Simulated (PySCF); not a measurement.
# Ge2H5O (SMILES [OH][GeH][GeH3]) at UBP86/cc-pVDZ

Aim: the vertical ionisation energy of Ge2H5O at UBP86/cc-pVDZ, from 2 runs. Input form: a Python script.

Program for the calculation: PySCF 2.14.0.

## 1. Starting point

The species is Ge2H5O (8 atoms), meant as a doublet with charge 0. As SMILES, `[OH][GeH][GeH3]`. The coordinates come from a PBE0-D4/def2-TZVP relaxation. This is one conformer, not always the lowest.

Bond lengths: O1–Ge2 1.793 Å, Ge2–Ge3 2.440 Å, O1–H4 0.960 Å, Ge2–H5 1.562 Å, Ge3–H6 1.537 Å, Ge3–H7 1.539 Å, Ge3–H8 1.535 Å. Angles: O1–Ge2–Ge3 105.0°, O1–Ge2–H5 106.9°, Ge3–Ge2–H5 113.9°, Ge2–O1–H4 112.5°, Ge2–Ge3–H6 108.4°, Ge2–Ge3–H7 111.8°, Ge2–Ge3–H8 108.9°, H6–Ge3–H7 109.3°, H6–Ge3–H8 109.1°, H7–Ge3–H8 109.4°.

## 2. The energy at UBP86/cc-pVDZ

File job.py:

```python
from pyscf import gto, dft

mol = gto.M(
    atom=[
    ('O', (-1.182700, 0.266000, -1.703900)),
    ('Ge', (-0.039200, 1.041500, -0.560600)),
    ('Ge', (0.238800, -0.575100, 1.245200)),
    ('H', (-1.080400, 0.589800, -2.602300)),
    ('H', (1.272600, 1.331400, -1.357700)),
    ('H', (1.212900, 0.015000, 2.277900)),
    ('H', (0.792400, -1.916000, 0.730700)),
    ('H', (-1.122200, -0.809600, 1.914900)),
],
    max_memory=1860,
    basis='cc-pvdz',
    spin=1,
    verbose=3,
)

mf = dft.UKS(mol, xc='bp86')
mf.grids.level = 4
mf.conv_tol = 1e-10
mf.kernel()
if not mf.converged:
    mf = mf.newton().run(mf.mo_coeff, mf.mo_occ)

etot = mf.e_tot
print('Final energy', etot)
```

Started as:

```
OMP_NUM_THREADS=1 python job.py
```

The log of the run:

```text
WARN: HOMO -0.183119839809751 >= LUMO -0.18311983980975

converged SCF energy = -4232.69028053302  <S^2> = 0.75127846  2S+1 = 2.001278
Final energy -4232.69028053302
```

Wall time 36 s (1 thread of Arm Neoverse V1, shared host); peak memory 0.5 GiB.

## 3. The singlet cation, same level

File input.xyz:

```xyz
8

O     -1.182700     0.266000    -1.703900
Ge    -0.039200     1.041500    -0.560600
Ge     0.238800    -0.575100     1.245200
H     -1.080400     0.589800    -2.602300
H      1.272600     1.331400    -1.357700
H      1.212900     0.015000     2.277900
H      0.792400    -1.916000     0.730700
H     -1.122200    -0.809600     1.914900
```

File input.py:

```python
from pyscf import gto, dft

mol = gto.M(
    atom='input.xyz',
    spin=0,
    basis='cc-pvdz',
    max_memory=1860,
    verbose=4,
    charge=1,
)

mf = dft.RKS(mol, xc='bp86')
mf.grids.level = 4
mf.conv_tol = 1e-10
mf.kernel()
if not mf.converged:
    mf = mf.newton().run(mf.mo_coeff, mf.mo_occ)

energy = mf.e_tot
print('E = %.10f Eh' % energy)
```

Started as:

```
OMP_NUM_THREADS=1 python input.py
```

The log of the run:

```text
PySCF version 2.14.0

[INPUT] num. atoms = 8
[INPUT] num. electrons = 76
[INPUT] charge = 1
[INPUT] spin (= nelec alpha-beta = 2S) = 0
[INPUT] symmetry False subgroup None
[INPUT] Mole.unit = angstrom
[INPUT] Symbol           X                Y                Z      unit          X                Y                Z       unit  Magmom
[INPUT]  1 O     -1.182700000000   0.266000000000  -1.703900000000 AA   -2.234979087523   0.502667149134  -3.219904343646 Bohr   0.0
[INPUT]  2 Ge    -0.039200000000   1.041500000000  -0.560600000000 AA   -0.074077264083   1.968149758735  -1.059380465431 Bohr   0.0
[INPUT]  3 Ge     0.238800000000  -0.575100000000   1.245200000000 AA    0.451266598546  -1.086781494237   2.353086970308 Bohr   0.0
[INPUT]  4 H     -1.080400000000   0.589800000000  -2.602300000000 AA   -2.041660104980   1.114560468268  -4.917634293956 Bohr   0.0
[INPUT]  5 H      1.272600000000   1.331400000000  -1.357700000000 AA    2.404865466121   2.515981362246  -2.565681159322 Bohr   0.0
[INPUT]  6 H      1.212900000000   0.015000000000   2.277900000000 AA    2.292048816485   0.028345891868   4.304607139147 Bohr   0.0
[INPUT]  7 H      0.792400000000  -1.916000000000   0.730700000000 AA    1.497418981105  -3.620715254667   1.380822879220 Bohr   0.0
[INPUT]  8 H     -1.122200000000  -0.809600000000   1.914900000000 AA   -2.120650656987  -1.529922270448   3.618636555930 Bohr   0.0

nuclear repulsion = 423.961921173351
number of shells = 32
number of NR pGTOs = 215
number of NR cGTOs = 93
basis = cc-pvdz
ecp = {}

******** <class 'pyscf.dft.rks.RKS'> ********
method = RKS
initial guess = minao
damping factor = 0
level_shift factor = 0
DIIS = <class 'pyscf.scf.diis.CDIIS'>
diis_start_cycle = 1
diis_space = 8
diis_damp = 0
SCF conv_tol = 1e-10
SCF conv_tol_grad = None
SCF max_cycles = 50
direct_scf = True
direct_scf_tol = 1e-13
XC library pyscf.dft.libxc version 7.0.0
    S. Lehtola, C. Steigemann, M. J.T. Oliveira, and M. A.L. Marques.,  SoftwareX 7, 1–5 (2018)
XC functionals = bp86
    A. D. Becke.,  Phys. Rev. A 38, 3098 (1988)
    J. P. Perdew.,  Phys. Rev. B 33, 8822 (1986)
radial grids:
    Treutler-Ahlrichs [JCP 102, 346 (1995); DOI:10.1063/1.469408] (M4) radial grids

becke partition: Becke, JCP 88, 2547 (1988); DOI:10.1063/1.454033
pruning grids: <function nwchem_prune>
grids dens level: 4
symmetrized grids: False
atomic radii adjust function: <function treutler_atomic_radii_adjust>
small_rho_cutoff = 0
Set gradient conv threshold to 1e-05
Initial guess from minao.
tot grids = 167176
init E= -4231.58240582944
  HOMO = -0.298434676578347  LUMO = -0.183119839809752  gap/eV = 3.13788
cycle= 1 E= -4232.21155485391  delta_E= -0.629  |g|= 0.913  |ddm|= 2.18
  HOMO = -0.350795637098908  LUMO = -0.295033264140236  gap/eV = 1.51737
cycle= 2 E= -4229.38428657505  delta_E= 2.83  |g|= 2.99  |ddm|= 2.82
  HOMO = -0.47174369585178  LUMO = -0.401117749719571  gap/eV = 1.92183
cycle= 3 E= -4232.37053726249  delta_E= -2.99  |g|= 0.325  |ddm|= 2.54
  HOMO = -0.470967227253573  LUMO = -0.365816334345188  gap/eV = 2.86130
cycle= 4 E= -4232.39102004682  delta_E= -0.0205  |g|= 0.237  |ddm|= 0.605
  HOMO = -0.485646241697741  LUMO = -0.393908437037417  gap/eV = 2.49631
cycle= 5 E= -4232.40729348189  delta_E= -0.0163  |g|= 0.0767  |ddm|= 0.283
  HOMO = -0.483812573851904  LUMO = -0.389549131974058  gap/eV = 2.56504
cycle= 6 E= -4232.40936510782  delta_E= -0.00207  |g|= 0.0194  |ddm|= 0.0866
  HOMO = -0.482692413111085  LUMO = -0.389540393948709  gap/eV = 2.53480
cycle= 7 E= -4232.40948313458  delta_E= -0.000118  |g|= 0.00718  |ddm|= 0.0303
  HOMO = -0.483095931073517  LUMO = -0.389691763622363  gap/eV = 2.54166
cycle= 8 E= -4232.40950410998  delta_E= -2.1e-05  |g|= 0.00141  |ddm|= 0.0108
  HOMO = -0.48309896902101  LUMO = -0.389734133788167  gap/eV = 2.54059
cycle= 9 E= -4232.40950470572  delta_E= -5.96e-07  |g|= 0.000541  |ddm|= 0.00195
  HOMO = -0.483096623096964  LUMO = -0.389711940394521  gap/eV = 2.54113
cycle= 10 E= -4232.40950479825  delta_E= -9.25e-08  |g|= 0.000119  |ddm|= 0.000662
  HOMO = -0.483091089891644  LUMO = -0.389714183502275  gap/eV = 2.54092
cycle= 11 E= -4232.40950480523  delta_E= -6.98e-09  |g|= 1.72e-05  |ddm|= 0.00018
  HOMO = -0.483090492823401  LUMO = -0.389714572719674  gap/eV = 2.54089
cycle= 12 E= -4232.40950480536  delta_E= -1.36e-10  |g|= 2.69e-06  |ddm|= 2.33e-05
  HOMO = -0.483090660702026  LUMO = -0.389714642302669  gap/eV = 2.54089
cycle= 13 E= -4232.40950480537  delta_E= -1.18e-11  |g|= 1.34e-06  |ddm|= 4.11e-06
  HOMO = -0.483090560240081  LUMO = -0.389714459429331  gap/eV = 2.54089
Extra cycle  E= -4232.40950480535  delta_E= 2.18e-11  |g|= 2.8e-06  |ddm|= 4.91e-06
converged SCF energy = -4232.40950480535
E = -4232.4095048054 Eh
```

Run time: 21 s. Hardware: 1 thread of Arm Neoverse V1, shared host; peak memory 0.48 GiB.

## 4. Outcome

At UBP86/cc-pVDZ:

| quantity | value |
| --- | --- |
| doublet Ge2H5O: total energy | -4232.69028 Eh |
| doublet Ge2H5O: dipole moment | 1.09 D |
| doublet Ge2H5O: HOMO energy (highest over α and β) | -4.62 eV |
| doublet Ge2H5O: LUMO energy (lowest over α and β) | -3.60 eV |
| doublet Ge2H5O: ⟨S²⟩ | 0.751 |
| singlet cation: total energy | -4232.40950 Eh |
| singlet cation: HOMO energy | -13.15 eV |
| singlet cation: LUMO energy | -10.60 eV |
| singlet cation: HOMO–LUMO gap | 2.54 eV |
| vertical ionisation energy (to the singlet cation) | 7.640 eV |

Removing an electron at fixed nuclei costs 7.64 eV (737 kJ/mol). Only the singlet of the ionised species was computed; a triplet could lie lower. Mulliken charges (singlet cation) run from -0.22 on O1 to +0.58 on Ge2; they depend strongly on the basis.
